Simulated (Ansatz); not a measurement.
# Ge₂H₅Cl (built from SMILES [Cl][GeH2][GeH3]): search for a transition state

Wanted: the transition state of a extrusion of a silylene or germylene (form Ge1–Cl3 and break Ge1–Ge2, Ge2–Cl3). The guess is relaxed with those distances held, a saddle search follows, and vibrations and two downhill relaxations check it.

Program: Ansatz 0.2.0, Gaussian basis. Level of theory: PBE0-D4, def2-SVP first, then def2-TZVP. These are calculated values, not measurements.

114 further runs of the same task are left out: 114 set aside as unsound or not needed.

### Step 1. Starting geometry

The guess: 8 atoms, charge 0, spin multiplicity 1.

Atoms are counted from 1 here; the program's logs count them from 0.

Bond lengths: Ge1–Ge2 2.580 Å, Ge1–Cl3 2.442 Å, Ge1–H6 1.542 Å, Ge1–H7 1.501 Å, Ge1–H8 1.515 Å, Ge2–Cl3 2.371 Å, Ge2–H4 1.567 Å, Ge2–H5 1.567 Å. Angles: Ge2–Ge1–Cl3 56.3°, Ge2–Ge1–H6 95.7°, Ge2–Ge1–H7 100.6°, Ge2–Ge1–H8 134.4°, Cl3–Ge1–H6 145.1°, Cl3–Ge1–H7 97.2°, Cl3–Ge1–H8 87.6°, H6–Ge1–H7 109.1°, H6–Ge1–H8 102.7°, H7–Ge1–H8 111.8°, Ge1–Ge2–Cl3 58.9°, Ge1–Ge2–H4 124.9°, Ge1–Ge2–H5 127.2°, Cl3–Ge2–H4 91.4°, Cl3–Ge2–H5 91.9°, H4–Ge2–H5 95.7°, Ge1–Cl3–Ge2 64.8°.

Coordinates:

```mol
ClGe2H5
  3D, bonds by distance, orders not assigned

  8  8  0  0  0  0  0  0  0  0999 V2000
   -0.1119   -0.3996    1.1451 Ge  0  0
   -0.3874    0.7819   -1.1319 Ge  0  0
    1.3311   -0.8130   -0.7807 Cl  0  0
   -0.8234    0.0760   -2.4611 H   0  0
    0.6099    1.7847   -1.8068 H   0  0
   -1.5637   -0.1711    1.6121 H   0  0
    0.7904    0.5697    1.8517 H   0  0
    0.1550   -1.8286    1.5715 H   0  0
  1  2  8  0
  1  3  8  0
  1  6  8  0
  1  7  8  0
  1  8  8  0
  2  3  8  0
  2  4  8  0
  2  5  8  0
M  END
```

Distances that are to change: Ge1–Cl3 2.44 Å, Ge1–Ge2 2.58 Å, Ge2–Cl3 2.37 Å.

### Step 2. Relaxing the guess with the reacting distances held

hold/in.yaml

```yaml
crystal:
  periodic: [false, false, false]
  atoms:
    - {symbol: Ge, position_ang: [-0.111900, -0.399600, 1.145100]}
    - {symbol: Ge, position_ang: [-0.387400, 0.781900, -1.131900]}
    - {symbol: Cl, position_ang: [1.331100, -0.813000, -0.780700]}
    - {symbol: H, position_ang: [-0.823400, 0.076000, -2.461100]}
    - {symbol: H, position_ang: [0.609900, 1.784700, -1.806800]}
    - {symbol: H, position_ang: [-1.563700, -0.171100, 1.612100]}
    - {symbol: H, position_ang: [0.790400, 0.569700, 1.851700]}
    - {symbol: H, position_ang: [0.155000, -1.828600, 1.571500]}
basis:
  gaussian: {orbitals: def2-SVP}
hamiltonian: {xc: pbe0, dispersion: d4}
relax: {f_tol: 0.04, max_steps: 150, escape_saddle: false, constraints: [{distance: [0, 2]}, {distance: [0, 1]}, {distance: [1, 2]}]}
```

Launch:

```sh
$ ansatz run in.yaml --threads 4 --pin off --events-out ev --progress --plain --max-ram 9574MiB
```

The log of the run, shortened:

```text
Functional definition: PBE0
  name "PBE0"
  cite "Adamo & Barone, J. Chem. Phys. 110, 6158 (1999) doi:10.1063/1.478522"
  cite "Perdew, Burke & Ernzerhof, Phys. Rev. Lett. 77, 3865 (1996) doi:10.1103/PhysRevLett.77.3865"
  parent pbe
[...]
1124 factors; integrals over basis functions are off by at most 4.7e-4 eV
[...]
mean field -125603.13123557 eV, -4615.8299360472 hartree, gradient 3.2e-5 eV, S^2 0.000000; 0 other end points of the search recorded, 0 dependent functions left out
[...]
reference -125603.13126268 eV, -4615.8299370433 hartree; 43, 43 occupied and 64, 64 virtual orbitals, 1124 factors
relax step   1: F+E_penalty+E_count = -125603.29240208 eV  Δ(F+E_penalty+E_count) = +0.000e0 eV  max|allowed force component| = 8.048e-1 eV/Å  Δτ_max = 0.0000 Å  (25 SCF iters, accepted)
[...]
relax step   5: F+E_penalty+E_count = -125603.61213426 eV  Δ(F+E_penalty+E_count) = -2.259e-2 eV  max|allowed force component| = 1.200e-1 eV/Å  Δτ_max = 0.2000 Å  (28 SCF iters, accepted)
[...]
relax step   6: F+E_penalty+E_count = -125603.62106172 eV  Δ(F+E_penalty+E_count) = -8.927e-3 eV  max|allowed force component| = 2.893e-2 eV/Å  Δτ_max = 0.0958 Å  (25 SCF iters, accepted)
  distance Ge 0 - Cl 2 held at 2.441691 Å   reaction = -2.5250e0 eV/Å
  distance Ge 0 - Ge 1 held at 2.580033 Å   reaction = +1.2037e0 eV/Å
  distance Ge 1 - Cl 2 held at 2.370715 Å   reaction = +5.6113e-1 eV/Å
1124 factors; integrals over basis functions are off by at most 3.6e-4 eV
mean field -125603.46076100 eV, -4615.8420458832 hartree, gradient 6.3e-5 eV, S^2 0.000000; 1 other end points of the search recorded, 0 dependent functions left out
[...]
reference -125603.46078870 eV, -4615.8420469011 hartree; 43, 43 occupied and 64, 64 virtual orbitals, 1124 factors
Total energy: -125603.62108942 eV, -4615.8479378439 hartree
Atom 0 at    -0.139801    -0.332346     1.133755 Å, force    -1.848917     0.752133     0.626825 eV/Å
Atom 1 at    -0.295016     0.599204    -1.267223 Å, force     0.516677    -0.728638     1.290443 eV/Å
Atom 2 at     1.592126    -0.648262    -0.558132 Å, force     1.350787    -0.025911    -1.931006 eV/Å
Atom 3 at    -0.796143    -0.184549    -2.497164 Å, force     0.005142     0.010962    -0.012874 eV/Å
Atom 4 at     0.319669     1.940312    -1.716802 Å, force    -0.002024    -0.002088    -0.028929 eV/Å
Atom 5 at    -1.472461     0.105831     1.840233 Å, force     0.002116    -0.005733     0.018254 eV/Å
Atom 6 at     0.968987     0.384750     1.912269 Å, force    -0.007159     0.003726     0.027933 eV/Å
Atom 7 at    -0.177361    -1.864938     1.152965 Å, force    -0.016622    -0.004452     0.009353 eV/Å
Dipole moment:    -0.245963     0.192552    -0.181020 e Å
```

It took 35 s on 4 threads of Intel Xeon at 2.50GHz, shared host; peak memory 0.28 GiB.

Along the way:

| step | energy from step 1 (eV) | largest force component (eV/Å) |
| --- | --- | --- |
| 1 | 0.0000 | 0.8048 |
| 2 | -0.1721 | 0.6446 |
| 3 | -0.2366 | 0.1579 |
| 4 | -0.2971 | 0.0916 |
| 5 | -0.3197 | 0.1200 |
| 6 | -0.3287 | 0.0289 |

Distances of close pairs at the start and the end, largest changes first:

```
   bond  before (Å)  after (Å)  change (Å)
 Ge1–H7       1.501      1.533      +0.032
 Ge1–H6       1.542      1.571      +0.029
 Ge2–H5       1.567      1.542      -0.025
 Ge2–H4       1.567      1.542      -0.025
 Ge1–H8       1.515      1.533      +0.018
Ge1–Ge2       2.580      2.580      +0.000
Ge1–Cl3       2.442      2.442      +0.000
Ge2–Cl3       2.371      2.371      +0.000
```

### Step 3. A starting Hessian

hessian/in.yaml

```yaml
crystal:
  periodic: [false, false, false]
  atoms:
    - {symbol: Ge, position_ang: [-0.139801, -0.332346, 1.133755]}
    - {symbol: Ge, position_ang: [-0.295016, 0.599204, -1.267223]}
    - {symbol: Cl, position_ang: [1.592126, -0.648262, -0.558132]}
    - {symbol: H, position_ang: [-0.796143, -0.184549, -2.497164]}
    - {symbol: H, position_ang: [0.319669, 1.940312, -1.716802]}
    - {symbol: H, position_ang: [-1.472461, 0.105831, 1.840233]}
    - {symbol: H, position_ang: [0.968987, 0.384750, 1.912269]}
    - {symbol: H, position_ang: [-0.177361, -1.864938, 1.152965]}
basis:
  gaussian: {orbitals: def2-SVP}
hamiltonian: {xc: pbe0, dispersion: d4}
phonons: {}
scf: {lower_state_search: off}
```

Launch:

```sh
$ ansatz run in.yaml --threads 4 --pin off --events-out ev --progress --plain --max-ram 9574MiB
```

The log of the run, shortened:

```text
[... 5 set-up lines as earlier in the session ...]
[...]
1127 factors; integrals over basis functions are off by at most 3.7e-4 eV
[...]
mean field -125603.46077350 eV, -4615.8420463426 hartree, gradient 6.9e-6 eV, S^2 0.000000; 0 other end points of the search recorded, 0 dependent functions left out
[...]
reference -125603.46080118 eV, -4615.8420473600 hartree; 43, 43 occupied and 64, 64 virtual orbitals, 1127 factors
[... from here to the last solve, the lines of the solves are left out (47 solves) ...]
1127 factors; integrals over basis functions are off by at most 3.7e-4 eV
mean field -125603.46073802 eV, -4615.8420450389 hartree, gradient 8.9e-7 eV, S^2 0.000000; 0 other end points of the search recorded, 0 dependent functions left out
[...]
WARN: phonons: modes at or below zero, which the zero-point energy, F, S and C_V leave out: 1, the lowest at -96.60 cm⁻¹. A minimum has none, and a first-order saddle one
[...]
Atom 0 at    -0.139801    -0.332346     1.133755 Å, force    -1.849031     0.752191     0.626836 eV/Å
Atom 1 at    -0.295016     0.599204    -1.267223 Å, force     0.516856    -0.728724     1.290583 eV/Å
Atom 2 at     1.592126    -0.648262    -0.558132 Å, force     1.350731    -0.025811    -1.931163 eV/Å
Atom 3 at    -0.796143    -0.184549    -2.497164 Å, force     0.005147     0.010949    -0.012863 eV/Å
Atom 4 at     0.319669     1.940312    -1.716802 Å, force    -0.002042    -0.002101    -0.028959 eV/Å
Atom 5 at    -1.472461     0.105831     1.840233 Å, force     0.002116    -0.005738     0.018251 eV/Å
Atom 6 at     0.968987     0.384750     1.912269 Å, force    -0.007158     0.003676     0.027939 eV/Å
Atom 7 at    -0.177361    -1.864938     1.152965 Å, force    -0.016619    -0.004443     0.009376 eV/Å
Dipole moment:    -0.245964     0.192552    -0.181019 e Å
Vibrations: -96.60 209.72 226.87 343.25 346.52 533.13 564.47 588.38 626.66 756.14 863.51 928.42 965.36 2008.51 2124.10 2153.81 2165.04 2191.43 cm⁻¹, zero-point energy 1.090771 eV
Checks for a lower state left out: stability, starts, cluster_reference, orbital_swaps, neighbouring_geometries, increment
```

It took 2.9 min on 4 threads of Intel Xeon at 2.50GHz, shared host; peak memory 0.26 GiB.

The structure is not stationary yet, so these wavenumbers are no spectrum; the search needs only the force constants.

### Step 4. Saddle search in the small basis

The search itself is an outer loop (partitioned rational-function steps, Bofill update of the Hessian). Each step is one single-point run with forces. It stops when the largest force is under 0.04 eV/Å and the followed curvature is negative. The first step's input:

presaddle/in.yaml

```yaml
crystal:
  periodic: [false, false, false]
  atoms:
    - {symbol: Ge, position_ang: [-0.139801, -0.332346, 1.133755]}
    - {symbol: Ge, position_ang: [-0.295016, 0.599204, -1.267223]}
    - {symbol: Cl, position_ang: [1.592126, -0.648262, -0.558132]}
    - {symbol: H, position_ang: [-0.796143, -0.184549, -2.497164]}
    - {symbol: H, position_ang: [0.319669, 1.940312, -1.716802]}
    - {symbol: H, position_ang: [-1.472461, 0.105831, 1.840233]}
    - {symbol: H, position_ang: [0.968987, 0.384750, 1.912269]}
    - {symbol: H, position_ang: [-0.177361, -1.864938, 1.152965]}
basis:
  gaussian: {orbitals: def2-SVP}
hamiltonian: {xc: pbe0, dispersion: d4}
output: {forces: true}
scf: {lower_state_search: off}
```

Launch:

```sh
$ ansatz run in.yaml --threads 4 --pin off --events-out ev --progress --plain --max-ram 9574MiB
```

The driver's record:

```csv
step,energy (eV),largest force (eV/Å),followed curvature (eV/Å²)
1,-125603.62106,1.9312,-0.64
2,-125603.38047,1.3434,-1.56
3,-125603.08794,0.6669,-3.01
4,-125603.11603,0.2678,-3.61
5,-125603.13519,0.2104,-3.62
6,-125603.17312,0.5739,-3.62
7,-125603.23615,1.1440,-3.63
8,-125603.23982,1.2827,-3.62
9,-125603.27847,0.6435,-3.55
10,-125603.31677,0.3670,-4.26
11,-125603.32214,0.3800,-4.37
12,-125603.32489,0.3045,-4.08
13,-125603.33068,0.2394,-4.12
14,-125603.33867,0.1490,-4.11
15,-125603.33965,0.3570,-4.37
16,-125603.34248,0.1815,-4.35
17,-125603.34294,0.0555,-3.86
18,-125603.34288,0.0526,-3.86
19,-125603.34318,0.0208,-3.82
```

The 19 steps took 67 s in all (4 threads of Intel Xeon at 2.50GHz, shared host).

### Step 5. Saddle search in triple zeta

The search itself is an outer loop (partitioned rational-function steps, Bofill update of the Hessian). Each step is one single-point run with forces. It stops when the largest force is under 0.01 eV/Å and the followed curvature is negative. The first step's input:

saddle/in.yaml

```yaml
crystal:
  periodic: [false, false, false]
  atoms:
    - {symbol: Ge, position_ang: [-0.065235, -0.444262, 1.223393]}
    - {symbol: Ge, position_ang: [-0.259689, 0.933437, -1.169506]}
    - {symbol: Cl, position_ang: [0.968627, -1.175998, -0.826195]}
    - {symbol: H, position_ang: [-1.065416, 0.462586, -2.429538]}
    - {symbol: H, position_ang: [0.920198, 1.701007, -1.864088]}
    - {symbol: H, position_ang: [-1.594787, -0.565968, 1.279791]}
    - {symbol: H, position_ang: [0.558918, 0.791373, 1.887453]}
    - {symbol: H, position_ang: [0.537384, -1.702176, 1.898589]}
basis:
  gaussian: {orbitals: def2-TZVP}
hamiltonian: {xc: pbe0, dispersion: d4}
output: {forces: true}
scf: {lower_state_search: off}
```

Launch:

```sh
$ ansatz run in.yaml --threads 4 --pin off --events-out ev --progress --plain --max-ram 9574MiB
```

The driver's record:

| step | energy (eV) | largest force (eV/Å) | followed curvature (eV/Å²) |
| --- | --- | --- | --- |
| 1 | -125621.92843 | 0.1650 | -3.82 |
| 2 | -125621.93227 | 0.0822 | -3.99 |
| 3 | -125621.93162 | 0.0656 | -4.15 |
| 4 | -125621.93275 | 0.0275 | -4.15 |
| 5 | -125621.93284 | 0.0282 | -4.15 |
| 6 | -125621.93292 | 0.0248 | -4.20 |
| 7 | -125621.93292 | 0.0166 | -4.25 |
| 8 | -125621.93300 | 0.0080 | -4.20 |

The 8 steps took 44 s in all (4 threads of Intel Xeon at 2.50GHz, shared host).

Geometry at the end of the search:

```csv
atom,x (Å),y (Å),z (Å)
Ge1,-0.0659,-0.4411,1.2150
Ge2,-0.2588,0.9268,-1.1643
Cl3,0.9503,-1.1623,-0.8225
H4,-1.0592,0.4561,-2.4246
H5,0.9251,1.6904,-1.8479
H6,-1.5918,-0.5669,1.2802
H7,0.5560,0.7927,1.8786
H8,0.5443,-1.6957,1.8854
```

Followed mode, largest move set to 1: Cl3 (-0.59, 0.19, 0.78); Ge2 (-0.69, 0.61, -0.25); Ge1 (0.42, -0.64, 0.32); H8 (-0.09, -0.43, 0.65).

[end of part 1 of 2]
